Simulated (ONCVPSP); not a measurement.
**Copper: generating and testing an ONCV potential**

Aim: build the potential from the settings below, then test how well it stands in for the atom: other configurations, scattering, ghost states and the plane-wave cutoff that it needs.

Program: ONCVPSP 4.0.1. Reference atom: LDA (Perdew-Wang 92), scalar-relativistic, spherical and spin-unpolarised. All values are calculated.

### Step 1. Settings

Typed settings, in words:

```
element                 : copper (Cu, Z = 29)
type                    : optimised norm-conserving Vanderbilt (ONCV)
frozen core             : [Ne]
valence charge          : 19
reference configuration : 3s2 3p6 3d10 4s0.5 4p0.5
partial waves           : 3s+4s: rc 1.15 bohr, ncon 5, nbas 8, qcut 11.8 1/bohr, 2 projectors; 3p+4p: rc 1.05 bohr, ncon 4, nbas 9, qcut 12.4 1/bohr, 2 projectors; 3d: rc 1.05 bohr, ncon 3, nbas 7, qcut 13.2 1/bohr, local; f scattering state at 0.15 Ha: rc 1.20 bohr, ncon 4, nbas 9, qcut 10 1/bohr, 1 projector
local potential         : the d channel
core correction         : Teter function fitted to the true core (icmod 2), fcfact 0.25
```

The nodes and maxima of the atom's own shells, from an earlier all-electron run, set the scale for the radii.

All-electron outer shells of the reference configuration (LDA (PZ), scalar-relativistic, ld1.x):

```tsv
shell	level (eV)	outermost node (bohr)	outermost maximum (bohr)
2s	-1061.45	0.07	0.20
2p	-917.49	–	0.16
3s	-115.27	0.29	0.61
3p	-73.16	0.26	0.62
3d	-6.44	–	0.60
4s	-5.66	0.89	2.21
4p	-1.41	0.97	3.39
```

### Step 2. Generation

File Cu.dat:

```
# ATOM AND REFERENCE CONFIGURATION
# atsym  z   nc   nv     iexc    psfile
  Cu 29.00    3    5  -001012      upf
#
#   n    l    f
    1    0    2.00
    2    0    2.00
    2    1    6.00
    3    0    2.00
    3    1    6.00
    3    2   10.00
    4    0    0.50
    4    1    0.50
#
# PSEUDOPOTENTIAL AND OPTIMIZATION
# lmax
    3
#
#   l,   rc,      ep,       ncon, nbas, qcut
    0    1.15    0.00    5    8   11.80
    1    1.05    0.00    4    9   12.40
    2    1.05    0.00    3    7   13.20
    3    1.20    0.15    4    9   10.00
#
# LOCAL POTENTIAL
# lloc, lpopt,  rc(5),   dvloc0
    2    5    1.05    0.00
#
# VANDERBILT-KLEINMAN-BYLANDER PROJECTORs
# l, nproj, debl
    0    2    1.50
    1    2    3.90
    2    0    1.60
    3    1    3.10
#
# MODEL CORE CHARGE
# icmod, fcfact, rcfact
    2    0.25    0.90
#
# LOG DERIVATIVE ANALYSIS
# epsh1, epsh2, depsh
   -6.00    5.00    0.04
#
# OUTPUT GRID
# rlmax, drl
    6.00    0.01
#
# TEST CONFIGURATIONS
# ncnf
    4
# nvcnf
#   n    l    f
    5
    3    0    2.00
    3    1    6.00
    3    2   10.00
    4    0    1.00
    4    1    0.00
#
    5
    3    0    2.00
    3    1    6.00
    3    2   10.00
    4    0    0.00
    4    1    0.00
#
    5
    3    0    2.00
    3    1    6.00
    3    2    9.00
    4    0    0.00
    4    1    0.00
#
    5
    3    0    2.00
    3    1    6.00
    3    2    9.00
    4    0    1.00
    4    1    0.00
#
```

Command:

```sh
$ oncvpsp.x < Cu.dat > Cu.out
```

What does the calculation give? Wanted: cutoffs for 1 and 0.1 mHa per electron, occupied waves; bound ghosts; GHOST(+) flags; largest test error; largest phase difference near zero energy, channels read; rms error of d²Exc/dn², without and with the model core.

**Answer**, as computed:

| quantity | value |
| --- | --- |
| cutoffs for 1 and 0.1 mHa per electron, occupied waves | 74 Ha and 83 Ha |
| bound ghosts | s at -60.57 eV |
| GHOST(+) flags | none at low energy |
| largest test error (AE − PS) | -18 meV, for 3s2 3p6 3d9 4s1 4p0 (1 test unsolved) |
| largest phase difference near zero energy, channels read | 0.008 rad |
| rms error of d²Exc/dn², without and with the model core | 1.83 and 0.84 mHa |

**Reading.** It has a bound ghost (s), a state that the atom doesn't have, and that rules the file out. The worst unpolarised test, 3s2 3p6 3d9 4s1 4p0, is off by 18 meV on 9.8 eV; by total energies transferability rates as good where solved. Atomic tests can pass in spite of a ghost, since they solve only for the levels asked. Of the tests 1 gave no usable energy difference, which is a warning in itself. By its cutoff, 74 Ha for the looser tolerance, it is very hard. At the looser tolerance the 3d wave is the slowest; 3s needs 53 Ha. Near zero energy the phases of the channels with partial waves that could be evaluated agree within 0.008 rad. All of this concerns the isolated atom, not yet a solid.
